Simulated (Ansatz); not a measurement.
# FH₇N₂OSSi₂: a ladder of functionals and wavefunction methods

One table from this session's results is given with a row withheld; the runs are named, their logs left out.

The runs use Ansatz 0.2.0, Gaussian basis; functionals in def2-TZVPP, the program's frozen cores in correlated methods.

Plan: PBE-D4, r2SCAN-D4, PBE0-D4, B3LYP-D4, ωB97X-V, ωB97M-V, B2PLYP; CCSD(T)/def2-TZVPP; MP2/def2-QZVPP; extrapolation to the limit.

### The geometry

All runs share one geometry, relaxed beforehand with PBE0-D4 in a triple-zeta def2 set.

SMILES `N[Si@H](F)S[Si@@H](N)O`, 14 atoms, charge 0, spin multiplicity 1.

Atoms are counted from 1 here; the program's logs count them from 0.

Bond lengths: N1–Si2 1.692 Å, N1–H8 1.005 Å, N1–H9 1.006 Å, Si2–O3 1.624 Å, Si2–S4 2.188 Å, Si2–H10 1.479 Å, O3–H11 0.977 Å, S4–Si5 2.095 Å, Si5–N6 1.729 Å, Si5–F7 1.597 Å, Si5–H12 1.479 Å, N6–H13 1.011 Å, N6–H14 1.011 Å. Angles: Si2–N1–H8 121.1°, Si2–N1–H9 122.9°, H8–N1–H9 112.8°, N1–Si2–O3 110.4°, N1–Si2–S4 110.2°, N1–Si2–H10 106.7°, O3–Si2–S4 108.2°, O3–Si2–H10 114.3°, S4–Si2–H10 107.0°, Si2–O3–H11 115.6°, Si2–S4–Si5 101.4°, S4–Si5–N6 109.8°, S4–Si5–F7 113.8°, S4–Si5–H12 107.9°, N6–Si5–F7 103.1°, N6–Si5–H12 115.8°, F7–Si5–H12 106.7°, Si5–N6–H13 117.0° and more.

The first run:

in.yaml

```yaml
crystal:
  periodic: [false, false, false]
  atoms:
    - {symbol: N, position_ang: [1.534822, -2.283980, -1.066389]}
    - {symbol: Si, position_ang: [0.569191, -1.353059, -0.034729]}
    - {symbol: O, position_ang: [1.453193, -0.185062, 0.667140]}
    - {symbol: S, position_ang: [-1.045193, -0.401428, -1.164806]}
    - {symbol: Si, position_ang: [-1.622279, 1.127006, 0.147356]}
    - {symbol: N, position_ang: [-0.253564, 2.108279, 0.540253]}
    - {symbol: F, position_ang: [-2.110907, 0.600442, 1.573541]}
    - {symbol: H, position_ang: [1.355176, -3.263888, -1.202330]}
    - {symbol: H, position_ang: [2.091227, -1.883905, -1.802857]}
    - {symbol: H, position_ang: [-0.063457, -2.291540, 0.917468]}
    - {symbol: H, position_ang: [1.002892, 0.674678, 0.781089]}
    - {symbol: H, position_ang: [-2.769739, 1.837025, -0.459248]}
    - {symbol: H, position_ang: [0.207771, 2.580665, -0.224728]}
    - {symbol: H, position_ang: [-0.349142, 2.734765, 1.328249]}
basis:
  gaussian: {orbitals: def2-TZVPP}
hamiltonian: {xc: pbe, dispersion: d4}
output: {forces: true, orbitals: {seedname: orbitals}}
```

On the command line:

```
> ansatz run in.yaml --threads 2 --pin off --events-out ev --progress --plain --max-ram 32768MiB --backend cuda --devices 0, --max-vram 18GiB
```

Among the steps run: PBE-D4 (GGA); r2SCAN-D4 (meta-GGA); PBE0-D4 (hybrid); B3LYP-D4 (hybrid); ωB97X-V (range-separated); ωB97M-V (range-separated); B2PLYP (double hybrid); CCSD(T) in def2-TZVPP; MP2 in def2-QZVPP.

One of the session's tables, all rows but one given; the rest of the session is left out.

It belongs to the step «Atomisation energies». 

| method | atomisation energy (kJ/mol) |
| --- | --- |
| PBE-D4 | 5233.8 |
| r2SCAN-D4 | ? |
| PBE0-D4 | 5126.8 |
| B3LYP-D4 | 5158.8 |
| ωB97X-V | 5200.4 |
| ωB97M-V | 5198.9 |
| B2PLYP | 5096.1 |
| HF/def2-TZVPP | 3600.8 |
| MP2/def2-TZVPP | 5115.3 |
| CCSD/def2-TZVPP | 4917.0 |
| CCSD(T)/def2-TZVPP | 5002.5 |
| MP2/CBS | 5301.4 |
| CCSD(T)/CBS | 5188.7 |

Q: Estimate the row for r2SCAN-D4 from the others.

As computed: atomisation energy (kJ/mol): 5161.5. In the column «atomisation energy (kJ/mol)» it lies between B3LYP-D4 (5158.8) and CCSD(T)/CBS (5188.7).
